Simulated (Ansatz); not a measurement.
Working through a phonon calculation by linear response of YbRh, space group Pm-3m

Computed with the Ansatz DFT code, driven from Python.

The cells in order, each with its output:

**Cell 1**
```python
from pathlib import Path
import warnings

import ansatz as az
import numpy as np
```

**Cell 2**
```python
warnings.simplefilter('ignore', az.DeckWarning)
```

**Cell 3**
```python
vectors = np.array([
    [3.320754, 0.0, 0.0],
    [0.0, 3.320754, 0.0],
    [0.0, 0.0, 3.320754],
])
cell = (
    az.Lattice.of(vectors)
    .atom('Yb', [0.5, 0.5, 0.5])
    .atom('Rh', [0.0, 0.0, 0.0])
)
```

**Cell 4**
```python
setup = (
    cell.calculation()
    .functional('lda')
    .pseudopotentials('paw')
    .basis(41 * az.Ry)
    .occupations('fermi_dirac', width=0.15)
    .kpoints(8, 8, 8)
    .phonons('dfpt', points=[(0, 0, 0), (0, 0, 0.5), (0.5, 0, 0.5)])
)
out = setup.run(threads=1, runs_dir='runs')
ph = out.phonons
```
Output:
```text
RunWarning: eigensolver did not converge (k=23): 1 band(s) unlocked after 20 sweeps at ethr=1.00e-12 eV (lowest unlocked band 24, counted from 0; max residual 1.17e-3 eV among the unlocked bands, [...]
```

**Cell 5**
```python
for q in ph.qpoints:
    print('q =', np.round(q.q_frac, 3), '1/cm:', ' '.join(f'{w:.1f}' for w in q.omega_inv_cm))
```
Output:
```text
q = [0. 0. 0.] 1/cm: -0.0 0.0 0.0 132.0 132.0 132.0
q = [0.  0.  0.5] 1/cm: 70.1 70.1 114.6 114.6 117.3 145.5
q = [0.5 0.  0.5] 1/cm: 67.1 77.1 77.1 127.5 145.3 145.3
```

Semilocal functionals put the nearly full 4f shell of Yb too close to the Fermi level. The cell isn't relaxed first, so the values belong to this volume. For a metal this k-point mesh is coarse: on a finer one energies can move by several to tens of meV an atom and pressures by half a GPa or more, differences at one mesh by less. The structure comes from a database of computed cells and needn't be a stable or known phase. Warnings are shown shortened and without file and line. The structure is taken as given; imaginary modes can come from an unrelaxed or unstable start. Phonons of metals also depend on mesh and smearing. The script silences the warnings on its input, which a real study should read. Finished in 110 s on 1 thread of Intel(R) Xeon(R) Platinum 8375C CPU @ 2.90GHz (Ice Lake) (shared host), peak memory 0.83 GiB.

(Lines on the test bed's own set-up are left out of the output.)
